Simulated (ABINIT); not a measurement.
# AlO2 in ABINIT: the effect of functional

Crystal: AlO2.

```
Al O
1.0
     1.48816   -5.40283    0.00000
     1.48816    5.40283    0.00000
     0.00000    0.00000    3.64661
Al O
2 4
Direct
  0.66813 0.33187 0.75000
  0.33187 0.66813 0.25000
  0.06107 0.93893 0.75000
  0.93893 0.06107 0.25000
  0.29418 0.70582 0.75000
  0.70582 0.29418 0.25000
```

The cell comes from a database or a generator and needn't be the stable form of this composition.

Alike in all runs:

| Property | Result |
| --- | --- |
| Program | ABINIT 10.8.3 (patched build) |
| Task | band structure |
| k mesh | 9 × 9 × 7 |
| Occupations | fermi-dirac, width 0.05 eV |
| Spin | no spin polarisation |

Task: One run gave: pressure -1.2 GPa; largest force 0.72 eV/Å. Which functional did it use?
A. LDA
B. PBEsol
C. PBE
D. r2SCAN

Result: C.

```csv
functional,potentials or basis,cutoff,pressure (GPa),largest force (eV/Å)
PBEsol,PseudoDojo NC SR PBEsol v0.4.1 standard,1143 eV,-6.5,0.60
LDA,JTH PAW LDA v2.0,626 eV,-12.2,0.44
r2SCAN,JTH PAW PBE v2.0,762 eV,-7.8,0.80
PBE,JTH PAW PBE v2.0,626 eV,-1.2,0.72
```

Caveats: the PAW data sets were made with another functional, which shifts forces and pressure a little (some runs).
